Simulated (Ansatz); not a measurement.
# CH5BO2: small, medium and large basis sets

An exercise on one series of results from a longer session: the logs are not shown, and one member is left open.

Method: one geometry, several basis sets; program: Ansatz 0.2.0, Gaussian basis.

Levels to be run: PBE0-D4/def2-SVP; ωB97M-V/def2-SVP; PBE0-D4/def2-QZVPP; ωB97M-V/def2-QZVPP; the functionals' def2-TZVPP values are taken from earlier runs.

### The geometry

All runs share one geometry, relaxed beforehand with PBE0-D4 in a triple-zeta def2 set.

SMILES `BOCO`, 9 atoms, charge 0, spin multiplicity 1.

Atoms are counted from 1 here; the program's logs count them from 0.

Bond lengths: B1–O2 1.344 Å, B1–H5 1.202 Å, B1–H6 1.196 Å, O2–C3 1.416 Å, C3–O4 1.382 Å, C3–H7 1.096 Å, C3–H8 1.093 Å, O4–H9 0.962 Å. Angles: O2–B1–H5 120.0°, O2–B1–H6 117.0°, H5–B1–H6 123.0°, B1–O2–C3 121.5°, O2–C3–O4 111.0°, O2–C3–H7 106.2°, O2–C3–H8 110.1°, O4–C3–H7 112.2°, O4–C3–H8 106.8°, H7–C3–H8 110.5°, C3–O4–H9 108.8°.

As a file:

```xyz
9

B    -1.1561    1.0508    0.0791
O    -0.3699    0.1152    0.6390
C     0.8142   -0.3316    0.0048
O     0.6343   -1.5802   -0.5588
H    -0.8323    1.5656   -0.9576
H    -2.1583    1.3397    0.6638
H     1.5919   -0.3342    0.7764
H     1.0842    0.3466   -0.8083
H     0.4804   -2.2181    0.1444
```

Set-up of the first run:

Contents of in.yaml:

```yaml
crystal:
  periodic: [false, false, false]
  atoms:
    - {symbol: B, position_ang: [-1.156115, 1.050817, 0.079143]}
    - {symbol: O, position_ang: [-0.369945, 0.115231, 0.638983]}
    - {symbol: C, position_ang: [0.814222, -0.331587, 0.004792]}
    - {symbol: O, position_ang: [0.634349, -1.580187, -0.558778]}
    - {symbol: H, position_ang: [-0.832310, 1.565610, -0.957588]}
    - {symbol: H, position_ang: [-2.158289, 1.339715, 0.663795]}
    - {symbol: H, position_ang: [1.591941, -0.334216, 0.776390]}
    - {symbol: H, position_ang: [1.084223, 0.346560, -0.808347]}
    - {symbol: H, position_ang: [0.480426, -2.218141, 0.144409]}
basis:
  gaussian: {orbitals: def2-SVP}
hamiltonian: {xc: pbe0, dispersion: d4}
output: {orbitals: {seedname: orbitals}}
```

Started as:

```console
$ ansatz run in.yaml --threads 2 --pin off --events-out ev --progress --plain --max-ram 4352MiB
```

Among the steps run: PBE0-D4 in def2-SVP; ωB97M-V in def2-SVP; PBE0-D4 in def2-QZVPP; ωB97M-V in def2-QZVPP.

One of the session's tables, all rows but one given; the rest of the session is left out.

```
functional       basis  HOMO (eV)  LUMO (eV)
   PBE0-D4    def2-SVP      -8.52      -0.24
   PBE0-D4  def2-TZVPP          ?          ?
   PBE0-D4  def2-QZVPP      -8.69      -0.53
   ωB97M-V    def2-SVP     -10.87       1.86
   ωB97M-V  def2-TZVPP     -11.04       1.40
   ωB97M-V  def2-QZVPP     -11.06       1.15
```

**Question.** Estimate the row for PBE0-D4, def2-TZVPP.

**Answer.** HOMO (eV): -8.66; LUMO (eV): -0.46. In the column «HOMO (eV)» it lies between PBE0-D4, def2-QZVPP (-8.69) and PBE0-D4, def2-SVP (-8.52).
